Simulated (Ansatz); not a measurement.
# Sn2Ir: the cost of one run

Computed with Ansatz 0.2.0 (DFT PBEsol, scalar-relativistic, plane waves, PAW, unless a step's input says otherwise).

## (1) The starting structure

Symmetry: Fm-3m, No. 225, cubic system. Conventional cell: a = 6.338 Å, b = 6.338 Å, c = 6.338 Å, α = 90.00°, β = 90.00°, γ = 90.00°. Around Sn (site symmetry -43m) lie 4 Ir at 2.74 Å. Ir (site symmetry m-3m) has 8 Sn at 2.74 Å as nearest neighbours.

As a file:

```
CELL_PARAMETERS angstrom
0.00000 3.16900 3.16900
3.16900 0.00000 3.16900
3.16900 3.16900 0.00000
ATOMIC_POSITIONS crystal
Sn 0.25000 0.25000 0.25000
Sn 0.75000 0.75000 0.75000
Ir 0.00000 0.00000 0.00000
```

Source of the structure: the Crystallography Open Database.

(A quick probe on a coarse mesh, which set the mesh and smearing, is not shown.)

## (3) The relaxation

File input.yaml:

```yaml
crystal:
  lattice:
    - [0.0, 3.169, 3.169]
    - [3.169, 0.0, 3.169]
    - [3.169, 3.169, 0.0]
  atoms:
    - { symbol: Sn, position: [0.25, 0.25, 0.25] }
    - { symbol: Sn, position: [0.75, 0.75, 0.75] }
    - { symbol: Ir, position: [0.0, 0.0, 0.0] }
basis:
  ecutwfc: 420
kpoints:
  mp_grid: { grid: [12, 12, 12] }
hamiltonian:
  xc: pbesol
scf:
  occupations: { method: gaussian, width: 0.1 }
output:
  forces: true
  stress: true
  eigenvalues: true
relax:
  adjacent_minimum: "off"
  f_tol: 0.005
  max_steps: 80
  cell: { stress_tol: 0.05 }
```

Started as:

```
$ ansatz run input.yaml --threads 1 --pin off --max-ram 2560MiB --backend cpu --events-out ev --progress --plain --runs-dir out
```

What time and memory should one allow on 1 thread of an x86-64 CPU, shared host?

About 15 s, with a peak of 0.48 GiB.
